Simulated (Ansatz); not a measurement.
**CsCdCl3: further runs on the relaxed cell**

This session takes CsCdCl3 and sets out to fit an equation of state.

Program: Ansatz 0.2.0. Level of theory: DFT LDA, scalar-relativistic, plane waves, PAW. These are calculated values, not measurements.

1 further run of the same task is left out (set aside as unsound or not needed).

### 1 The system as given

The structure is cubic, space group Pm-3m (No. 221). Conventional cell: a = 5.112 Å, b = 5.112 Å, c = 5.112 Å, α = 90.00°, β = 90.00°, γ = 90.00°. Around Cs (site symmetry m-3m) lie 12 Cl at 3.61 Å. Around Cd (site symmetry m-3m) lie 6 Cl at 2.56 Å. Cl (site symmetry 4/mmm) is surrounded by 2 Cd at 2.56 Å and 4 Cs at 3.61 Å.

Structure file:

```xyz
5
Lattice="5.1122 0.0000 0.0000 0.0000 5.1122 0.0000 0.0000 0.0000 5.1122" Properties=species:S:1:pos:R:3 pbc="T T T"
Cs    0.0000    0.0000    0.0000
Cd    2.5561    2.5561    2.5561
Cl    0.0000    2.5561    2.5561
Cl    2.5561    0.0000    2.5561
Cl    2.5561    2.5561    0.0000
```

This cell was relaxed beforehand with the same method: volume 26.72 Å³/atom, gap on the mesh 1.59 eV.

### 2 Volume × 0.97

input.yaml

```yaml
crystal:
  lattice:
    - [5.0605310087, 0.0, 0.0]
    - [0.0, 5.0605310087, 0.0]
    - [0.0, 0.0, 5.0605310087]
  atoms:
    - { symbol: Cs, position: [0.0, 0.0, 0.0] }
    - { symbol: Cd, position: [0.5, 0.5, 0.5] }
    - { symbol: Cl, position: [0.0, 0.5, 0.5] }
    - { symbol: Cl, position: [0.5, 0.0, 0.5] }
    - { symbol: Cl, position: [0.5, 0.5, 0.0] }
basis:
  ecutwfc: 420
kpoints:
  mp_grid: { grid: [6, 6, 6] }
hamiltonian:
  xc: lda
scf:
  occupations: { method: gaussian, width: 0.02 }
output:
  forces: true
  stress: true
  eigenvalues: true
  write_density: true
  write_potential: true
  elf: true
  volumetric_format: npy
```

The run is started by

```console
$ ansatz run input.yaml --threads 1 --pin off --max-ram 2560MiB --backend cpu --events-out ev --progress --plain --runs-dir out
```

### 3 The cell scaled to 1.03 of its volume

Edit input.yaml of step 2 so:

```diff
@@ -2,5 +2,5 @@
   lattice:
-    - [5.0605310087, 0.0, 0.0]
-    - [0.0, 5.0605310087, 0.0]
-    - [0.0, 0.0, 5.0605310087]
+    - [5.1627915097, 0.0, 0.0]
+    - [0.0, 5.1627915097, 0.0]
+    - [0.0, 0.0, 5.1627915097]
   atoms:
@@ -23,5 +23 @@
   eigenvalues: true
-  write_density: true
-  write_potential: true
-  elf: true
-  volumetric_format: npy
```

### 4 Volume × 0.94

Edit input.yaml of step 3 so:

```diff
@@ -2,5 +2,5 @@
   lattice:
-    - [5.1627915097, 0.0, 0.0]
-    - [0.0, 5.1627915097, 0.0]
-    - [0.0, 0.0, 5.1627915097]
+    - [5.0078133103, 0.0, 0.0]
+    - [0.0, 5.0078133103, 0.0]
+    - [0.0, 0.0, 5.0078133103]
   atoms:
```

### 5 Point at V/V0 = 1.06

Edit input.yaml of step 4 so:

```diff
@@ -2,5 +2,5 @@
   lattice:
-    - [5.0078133103, 0.0, 0.0]
-    - [0.0, 5.0078133103, 0.0]
-    - [0.0, 0.0, 5.0078133103]
+    - [5.2124367812, 0.0, 0.0]
+    - [0.0, 5.2124367812, 0.0]
+    - [0.0, 0.0, 5.2124367812]
   atoms:
```

### 6 The cell scaled to 0.91 of its volume

Edit input.yaml of step 5 so:

```diff
@@ -2,5 +2,5 @@
   lattice:
-    - [5.2124367812, 0.0, 0.0]
-    - [0.0, 5.2124367812, 0.0]
-    - [0.0, 0.0, 5.2124367812]
+    - [4.9539616817, 0.0, 0.0]
+    - [0.0, 4.9539616817, 0.0]
+    - [0.0, 0.0, 4.9539616817]
   atoms:
```

### 7 The cell scaled to 1.10 of its volume

Edit input.yaml of step 6 so:

```diff
@@ -2,5 +2,5 @@
   lattice:
-    - [4.9539616817, 0.0, 0.0]
-    - [0.0, 4.9539616817, 0.0]
-    - [0.0, 0.0, 4.9539616817]
+    - [5.2771941702, 0.0, 0.0]
+    - [0.0, 5.2771941702, 0.0]
+    - [0.0, 0.0, 5.2771941702]
   atoms:
```

### 8 Point at V/V0 = 0.88

Edit input.yaml of step 7 so:

```diff
@@ -2,5 +2,5 @@
   lattice:
-    - [5.2771941702, 0.0, 0.0]
-    - [0.0, 5.2771941702, 0.0]
-    - [0.0, 0.0, 5.2771941702]
+    - [4.8989131066, 0.0, 0.0]
+    - [0.0, 4.8989131066, 0.0]
+    - [0.0, 0.0, 4.8989131066]
   atoms:
```

(Steps that only read results are left out.)

What does the calculation give? Wanted: equilibrium volume of the fit; bulk modulus.

As calculated:

| quantity | value |
| --- | --- |
| equilibrium volume of the fit | 26.74 Å³/atom |
| bulk modulus | 43 GPa |
| its pressure derivative | 4.9 |

**Reading.** The fit puts the minimum at 26.74 Å³/atom with B = 43 GPa and B' = 4.9. The gap on the mesh goes from 1.75 eV at the smallest volume to 1.44 eV at the largest.
